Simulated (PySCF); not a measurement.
# BH10NSi2: the cost of one run

The runs use PySCF 2.14.0, with density-fitted response routines of our own; the level of theory stands in each step. All values are computed, except where a source is named. Atoms count from 0, in the outputs and in this text.

## Step 1: Starting geometry

14 atoms, charge 0, multiplicity 1; geometry from: GFN2-xTB. The atoms were then displaced at random by about 0.01 Å, so the start is not that level's minimum.

Bonds of the start (Å): N0–B1 1.63, B1–Si2 1.97, Si2–Si3 2.35, N0–H4 1.04, N0–H5 1.03, N0–H6 1.01, B1–H7 1.18, B1–H8 1.20, Si2–H9 1.48, Si2–H10 1.48, Si3–H11 1.47, Si3–H12 1.53, Si3–H13 1.42.

## Step 2: Geometry optimisation at PBE0-D3(BJ)/def2-SVP

What the job is given:

```
{"job": {"xc": "PBE0", "basis": "def2-SVP", "d3": "d3bj", "grid": 1, "shake": 0.01, "kind": "geom"}, "charge": 0, "multiplicity": 1}
N     -1.709850     0.212420     0.425710
B     -1.076760    -0.994130    -0.476760
Si     0.683910    -0.341370    -1.085680
Si     1.922700     0.618790     0.669330
H     -1.891670     1.033810    -0.189930
H     -2.615920    -0.062820     0.819000
H     -1.073150     0.494560     1.162460
H     -1.845970    -1.188440    -1.349960
H     -1.009510    -1.912200     0.294750
H      0.640750     0.748260    -2.083250
H      1.609470    -1.296760    -1.725480
H      2.351640    -0.322490     1.707960
H      0.975090     1.537320     1.441550
H      3.032100     1.457960     0.382540
```

On the command line:

```sh
> OMP_NUM_THREADS=1 python probes_run.py task.json out
```

The driver reads the jobs from task.json and runs them one after another.

**Question.** How long does this first job take on 1 thread of Arm Neoverse N1, shared host, and how much memory does it need?

About 58 s, with a peak of 0.48 GiB.
